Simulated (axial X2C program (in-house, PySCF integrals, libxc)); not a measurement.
# A two-component session on GaC⁻: properties at the nuclei

Aim: properties at the nuclei of GaC⁻, with spin–orbit coupling in the Hamiltonian from the start.

Program: an in-house X2C program for linear molecules on PySCF integrals. Level of theory: two-component X2C with atomic mean-field terms, Ga dyall-acv3z, C dyall-av3z. These are calculated values, not measurements.

## (1) Set-up

task.json

```json
{
 "zs": [
  31,
  6
 ],
 "q": -1,
 "bas": [
  "dyall-acv3z",
  "dyall-av3z"
 ],
 "r0": 1.84,
 "levels": [
  "PBE0",
  "HF",
  "BP86",
  "PBE",
  "TPSSh"
 ],
 "nst": 3
}
```

Keys: zs atomic numbers; q charge; bas basis sets; r0 starting distance in Å; levels methods (HF also brings MP2); nst determinants followed.

Run with:

```sh
$ python soeom.py task.json out
```

Further steps of the session: Expectation values, lowest determinant; Expectation values, a higher determinant; Expectation values, a higher determinant.

**Question.** What will these runs give? Wanted: lowest determinant; Eeff magnitude; Ws magnitude Ga; A∥/gI Ga; qzz Ga; higher determinant (for each run or level that gives them).

**Answer**, as computed:

| quantity | value |
| --- | --- |
| lowest determinant | Ω = 2 (excess of +ω over −ω: ω = 1/2, ω = 3/2) |
| Eeff magnitude (GV/cm), PBE0 | 0.237 |
| Ws magnitude Ga (kHz), PBE0 | 0.0664 |
| A∥/gI Ga (MHz), PBE0 | 27.9 |
| qzz Ga (a.u.), PBE0 | -1.59 |
| higher determinant | Ω = 1 (excess of +ω over −ω: ω = -1/2, ω = 3/2) |
| Eeff magnitude (GV/cm), PBE0, higher determinant | 0.152 |
| Ws magnitude Ga (kHz), PBE0, higher determinant | 0.0895 |
| A∥/gI Ga (MHz), PBE0, higher determinant | -69.3 |
| qzz Ga (a.u.), PBE0, higher determinant | -4.02 |
| higher determinant | Ω = 1 (excess of +ω over −ω: 2 × ω = 1/2) |
| Eeff magnitude (GV/cm), PBE0, higher determinant | 0.395 |
| Ws magnitude Ga (kHz), PBE0, higher determinant | 0.179 |
| A∥/gI Ga (MHz), PBE0, higher determinant | 62.9 |
| qzz Ga (a.u.), PBE0, higher determinant | -1.50 |

**Reading.** In the first state, the effective field runs from 0.0877 to 0.365 GV/cm over the mean-field levels, so the levels don't agree on it. The expectation values come from single determinants, which for open shells can mix terms of unlike spin or miss the lowest Ω, so a determinant need not be a state. Eeff is the effective electric field on the electron dipole moment in this Ω state and Ws the scalar–pseudoscalar constant (defined with the proton number Z and per Ω); A∥ is the parallel hyperfine constant, which follows by multiplying with the nuclear g factor gI = μI/(I μN); qzz is the electric field gradient, eQq0 = 234.96 MHz × Q/barn × qzz. The operators were transformed with the bare-nucleus X2C matrices. A second determinant lies within 0.1 eV of the first.
